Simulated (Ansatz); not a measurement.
# Ga3AsP2: the cost of one run

Method: DFT PBE, scalar-relativistic, plane waves, PAW, in Ansatz 0.2.0.

## (1) The system as given

It takes space group P3m1 (No. 156, trigonal). The conventional cell has a = 3.834 Å, b = 3.834 Å, c = 9.392 Å, α = 90.00°, β = 90.00°, γ = 120.00°. Around Ga (site symmetry 3m) lie 3 As at 2.35 Å and 1 P at 2.35 Å. Ga (site symmetry 3m) is surrounded by 1 As at 2.35 Å and 3 P at 2.35 Å. Ga (site symmetry 3m) has 4 P at 2.35 Å as nearest neighbours. P (site symmetry 3m) has 4 Ga at 2.35 Å as nearest neighbours. As (site symmetry 3m) has 4 Ga at 2.35 Å as nearest neighbours.

Coordinates:

```
CELL_PARAMETERS angstrom
3.83433 0.00000 0.00000
-1.91717 3.32063 0.00000
0.00000 0.00000 9.39215
ATOMIC_POSITIONS crystal
Ga 0.00000 0.00000 0.00000
Ga 0.33333 0.66667 0.66667
Ga 0.66667 0.33333 0.33333
P 0.66667 0.33333 0.58333
P 0.00000 0.00000 0.25000
As 0.33333 0.66667 0.91667
```

The start is an ordering of an alloy on its end members' structure types: elements ordered on the sites of the GaP type, As/P on P (P3m1, No. 156).

## (2) The guess as it stands, on a coarse mesh

File input.yaml:

```yaml
crystal:
  lattice:
    - [3.8343305, 0.0, 0.0]
    - [-1.91716525, 3.32062762, 0.0]
    - [0.0, 0.0, 9.39215323]
  atoms:
    - { symbol: Ga, position: [0.0, 0.0, 0.0] }
    - { symbol: Ga, position: [0.33333333, 0.66666667, 0.66666667] }
    - { symbol: Ga, position: [0.66666667, 0.33333333, 0.33333333] }
    - { symbol: P, position: [0.66666667, 0.33333333, 0.58333333] }
    - { symbol: P, position: [0.0, 0.0, 0.25] }
    - { symbol: As, position: [0.33333333, 0.66666667, 0.91666667] }
basis:
  ecutwfc: 420
kpoints:
  mp_grid: { grid: [6, 6, 2] }
hamiltonian:
  xc: pbe
scf:
  occupations: { method: gaussian, width: 0.1 }
  lower_state_search: "off"
output:
  forces: true
  stress: true
  eigenvalues: true
```

The run is started by

```
> ansatz run input.yaml --threads 1 --pin off --max-ram 2560MiB --backend cpu --events-out ev --progress --plain --runs-dir out
```

Q: Estimate wall time and peak memory on 1 thread of Intel Xeon 6975P-C (Granite Rapids), shared host.

About 2.6 s, with a peak of 0.39 GiB.
